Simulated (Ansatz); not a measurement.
# CoF (triplet): from Hartree-Fock to the top rungs, def2-TZVPP

An exercise on one series of results from a longer session: the logs are not shown, and one member is left open.

Program: Ansatz 0.2.0, Gaussian basis. Level of theory: def2-TZVPP, core rule «outside noble gas», up to 10 orbitals frozen. These are calculated values, not measurements.

Plan: UHF; ROHF; CCSD(T) on UHF.

2 further runs of the same task are left out: 2 set aside as unsound or not needed.

### The system

The geometry is a PBE0/def2-TZVP stationary point (not a proven minimum).

2 atoms, charge 0, spin multiplicity 3.

Atoms are counted from 1 here; the program's logs count them from 0.

Bond lengths: Co1–F2 1.746 Å.

The first run:

The input, in.yaml:

```yaml
crystal:
  periodic: [false, false, false]
  atoms:
    - {symbol: Co, position_ang: [0.000000, 0.000000, 0.000000]}
    - {symbol: F, position_ang: [0.000000, 0.000000, 1.746400]}
basis:
  gaussian: {orbitals: def2-TZVPP}
magnetization: {spin_polarized: true, initial_magnetization: 2}
hamiltonian: {xc: hf}
output: {orbitals: {seedname: orbitals}}
```

On the command line:

```sh
$ ansatz run in.yaml --threads 1 --pin off --events-out ev --progress --plain --max-ram 4096MiB --backend cpu
```

Among the steps run: UHF; ROHF; CCSD(T) on UHF.

One table of the session follows, with a row left open; its other results are not shown here.

It belongs to the step «Misses and costs». 

| method | from UCCSD(T) (meV) |
| --- | --- |
| ROHF | +16176.1 |
| UHF | ? |
| UMP2 | +625.0 |
| UCCSD | +425.4 |
| UCCSD(T) | 0 |

**Question.** Estimate the row for UHF.

As computed: from UCCSD(T) (meV): +14062.8. In the column «from UCCSD(T) (meV)» it lies between UMP2 (+625.0) and ROHF (+16176.1).

The program flags UCCSD(T) as in doubt (see the logs), so the zero of the table is itself unsure.

With the free atoms at the same levels and basis (separate runs), the atomisation energy is 3.984 eV at UCCSD(T), 0.833 eV at ROHF.

Limits of these values: The determinant is far from a pure spin state, so its energy mixes those of several spin states (harmless only where they are near-degenerate, as at dissociation). The program flags UCCSD(T) as in doubt, so the zero of the table is itself unsure.
